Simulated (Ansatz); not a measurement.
# WS2: the cost of one run

Method: DFT PBE, scalar-relativistic, plane waves, PAW, and further levels as typed in the inputs, in Ansatz 0.2.0.

### Step 1. The starting structure

The structure is hexagonal, space group P6_3/mmc (No. 194). The conventional cell has a = 3.153 Å, b = 3.153 Å, c = 12.323 Å, α = 90.00°, β = 90.00°, γ = 120.00°. W (site symmetry -6m2) has 6 S at 2.40 Å as nearest neighbours. S (site symmetry 3m) is surrounded by 3 W at 2.40 Å.

Structure file:

```cif
data_structure
_symmetry_space_group_name_H-M 'P 1'
_symmetry_Int_Tables_number 1
_cell_length_a 3.1532
_cell_length_b 3.1532
_cell_length_c 12.3230
_cell_angle_alpha 90.000
_cell_angle_beta 90.000
_cell_angle_gamma 120.000
_cell_volume 106.11
loop_
_atom_site_label
_atom_site_type_symbol
_atom_site_fract_x
_atom_site_fract_y
_atom_site_fract_z
_atom_site_occupancy
W1 W 0.33333 0.66667 0.25000 1
W2 W 0.66667 0.33333 0.75000 1
S1 S 0.33333 0.66667 0.62250 1
S2 S 0.66667 0.33333 0.12250 1
S3 S 0.33333 0.66667 0.87750 1
S4 S 0.66667 0.33333 0.37750 1
```

The structure rests on an entry of the Crystallography Open Database; cell or positions may have been set otherwise for this series.

### Step 2. Relaxing the atoms: WS2, no spin

Input file input.yaml:

```yaml
crystal:
  lattice:
    - [3.1532, 0.0, 0.0]
    - [-1.5766, 2.7307513032, 0.0]
    - [0.0, 0.0, 12.323]
  atoms:
    - { symbol: W, position: [0.3333333333, 0.6666666667, 0.25] }
    - { symbol: W, position: [0.6666666667, 0.3333333333, 0.75] }
    - { symbol: S, position: [0.3333333333, 0.6666666667, 0.6225] }
    - { symbol: S, position: [0.6666666667, 0.3333333333, 0.1225] }
    - { symbol: S, position: [0.3333333333, 0.6666666667, 0.8775] }
    - { symbol: S, position: [0.6666666667, 0.3333333333, 0.3775] }
scf:
  occupations: { method: fixed }
output:
  forces: true
  stress: true
  eigenvalues: true
  write_density: true
  write_potential: true
  elf: true
  volumetric_format: npy
kpoints:
  mp_grid: { grid: [12, 12, 3] }
relax:
  f_tol: 0.003
  max_steps: 60
```

Run with:

```console
ansatz run input.yaml --threads 4 --pin off --max-ram 12288MiB --backend cpu --events-out ev --progress --plain --runs-dir out
```

**Question.** How long does this run take on 4 threads of AMD EPYC 9R45 (Zen 5), shared host, and how much memory does it need?

About 3.5 s, with a peak of 0.53 GiB.
